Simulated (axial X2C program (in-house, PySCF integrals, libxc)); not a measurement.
**A two-component session on HfC⁺: properties at the nuclei**

Aim: properties at the nuclei of HfC⁺, with spin–orbit coupling in the Hamiltonian from the start.

The runs use an in-house X2C program for linear molecules on PySCF integrals; two-component X2C with atomic mean-field terms, Hf dyall-cv3z, C dyall-v3z.

All values are calculated.

**1. Set-up**

The input, task.json:

```json
{"zs": [72, 6], "q": 1, "bas": ["dyall-cv3z", "dyall-v3z"], "r0": 1.95, "levels": ["PBE0", "HF", "BP86", "PBE", "PBE50"], "nst": 3}
```

Keys: zs atomic numbers; q charge; bas basis sets; r0 starting distance in Å; levels methods (HF also brings MP2); nst determinants followed.

Started as:

```
python soeom.py task.json out
```

Nuclei are Gaussian, cores are contracted, and the Gaunt term is on.

**2. Expectation values, lowest determinant**

R = 1.878 Å. State: Ω = 1/2 (excess of +ω over −ω: ω = 1/2).

Output of the PBE0 run:

```text
two-component X2C + atomic mean field  PBE0
basis functions 227  fitting functions 1170  grid points 5077
iter        total energy     max residual
   1     -15114.079166266     3.05e-05
   2     -15114.079166293     4.41e-05
   3     -15114.079166306     2.37e-05
   4     -15114.079166328     1.99e-05
   5     -15114.079166361     8.38e-06
   6     -15114.079166365     2.33e-06
   7     -15114.079166366     1.58e-06
converged
one-electron -20955.84648809  Coulomb 6050.56147262  exact exchange -78.14810023  xc functional -239.66156039  nuclear repulsion 121.72766513  atomic mean-field constant -12.71215541
```

The highest occupied spinor is 55% Hf d, 40% C p.

```csv
level,Eeff magnitude (GV/cm),Ws magnitude Hf (kHz),A∥/gI Hf (MHz),qzz Hf (a.u.),A∥/gI C (MHz),qzz C (a.u.)
PBE0,0.0469,1.16,4190,-6.18,310,0.13
HF,14.8,21.3,11000,-3.15,317,-0.22
BP86,0.226,0.0379,4510,-7.05,325,0.24
PBE,1.73,2.71,5020,-6.89,323,0.24
PBE50,4.36,5.67,4820,-5.63,298,0.01
```

Eeff is the effective electric field on the electron dipole moment in this Ω state and Ws the scalar–pseudoscalar constant (defined with the proton number Z and per Ω); A∥ is the parallel hyperfine constant, which follows by multiplying with the nuclear g factor gI = μI/(I μN); qzz is the electric field gradient, eQq0 = 234.96 MHz × Q/barn × qzz. The operators were transformed with the bare-nucleus X2C matrices.

**3. Expectation values, a higher determinant**

R = 1.878 Å. State: Ω = 5/2 (excess of +ω over −ω: 2 × ω = 1/2, ω = 3/2), 0.05 eV above the lowest in the PBE0 search for states (made at or near this distance, with looser thresholds).

Output of the PBE0 run:

```text
two-component X2C + atomic mean field  PBE0
basis functions 227  fitting functions 1170  grid points 5077
iter        total energy     max residual
   1     -15114.077465116     8.27e-06
   2     -15114.077465119     9.52e-06
   3     -15114.077465120     4.45e-06
converged
one-electron -20953.12471555  Coulomb 6047.78154447  exact exchange -78.14169831  xc functional -239.60810545  nuclear repulsion 121.72766513  atomic mean-field constant -12.71215541
```

The highest occupied spinor is 54% Hf s, 28% Hf d, 12% C p.

```csv
level,Eeff magnitude (GV/cm),Ws magnitude Hf (kHz),A∥/gI Hf (MHz),qzz Hf (a.u.),A∥/gI C (MHz),qzz C (a.u.)
PBE0,14.7,4.51,3150,-6.59,92.5,-0.03
HF,19.3,6.2,2930,-7.29,89.7,-0.17
BP86,16.4,5.26,3200,-6.83,97.1,0.00
PBE,15.8,5.03,3150,-6.81,96.2,0.01
PBE50,13.4,3.97,3130,-6.46,88.7,-0.07
```

**4. Expectation values, a higher determinant**

R = 1.878 Å. State: Ω = 3/2 (excess of +ω over −ω: ω = 3/2), 0.17 eV above the lowest in the PBE0 search for states (made at or near this distance, with looser thresholds).

Output of the PBE0 run:

```text
two-component X2C + atomic mean field  PBE0
basis functions 227  fitting functions 1170  grid points 5077
iter        total energy     max residual
   1     -15114.072922276     9.70e-06
   2     -15114.072922280     5.27e-06
   3     -15114.072922282     7.15e-06
converged
one-electron -20953.17365103  Coulomb 6047.84011928  exact exchange -78.14323553  xc functional -239.61166472  nuclear repulsion 121.72766513  atomic mean-field constant -12.71215541
```

The highest occupied spinor is 58% Hf s, 29% Hf d, 7% C p.

```csv
level,Eeff magnitude (GV/cm),Ws magnitude Hf (kHz),A∥/gI Hf (MHz),qzz Hf (a.u.),A∥/gI C (MHz),qzz C (a.u.)
PBE0,28.8,18.4,-3210,-6.78,131,-0.05
HF,40.8,26,-3150,-8.17,133,-0.19
BP86,27.1,17.2,-3210,-6.82,135,0.00
PBE,26.9,17.2,-3150,-6.83,134,0.00
PBE50,30.1,19.2,-3260,-6.85,127,-0.09
```

**5. What came out**

```
                                        quantity                                                 value
                              lowest determinant               Ω = 1/2 (excess of +ω over −ω: ω = 1/2)
                    Eeff magnitude (GV/cm), PBE0                                                0.0469
                     Ws magnitude Hf (kHz), PBE0                                                  1.16
                            A∥/gI Hf (MHz), PBE0                                                  4190
                             qzz Hf (a.u.), PBE0                                                 -6.18
                              higher determinant  Ω = 5/2 (excess of +ω over −ω: 2 × ω = 1/2, ω = 3/2)
Eeff magnitude (GV/cm), PBE0, higher determinant                                                  14.7
 Ws magnitude Hf (kHz), PBE0, higher determinant                                                  4.51
        A∥/gI Hf (MHz), PBE0, higher determinant                                                  3150
         qzz Hf (a.u.), PBE0, higher determinant                                                 -6.59
                              higher determinant               Ω = 3/2 (excess of +ω over −ω: ω = 3/2)
Eeff magnitude (GV/cm), PBE0, higher determinant                                                  28.8
 Ws magnitude Hf (kHz), PBE0, higher determinant                                                  18.4
        A∥/gI Hf (MHz), PBE0, higher determinant                                                 -3210
         qzz Hf (a.u.), PBE0, higher determinant                                                 -6.78
```

**Reading.** In the first state, the effective field runs from 0.0469 to 14.8 GV/cm over the mean-field levels, so the levels don't agree on it. The expectation values come from single determinants, which for open shells can mix terms of unlike spin or miss the lowest Ω, so a determinant need not be a state. Eeff is the effective electric field on the electron dipole moment in this Ω state and Ws the scalar–pseudoscalar constant (defined with the proton number Z and per Ω); A∥ is the parallel hyperfine constant, which follows by multiplying with the nuclear g factor gI = μI/(I μN); qzz is the electric field gradient, eQq0 = 234.96 MHz × Q/barn × qzz. The operators were transformed with the bare-nucleus X2C matrices. A second determinant lies within 0.1 eV of the first, so their order is not settled at this level.
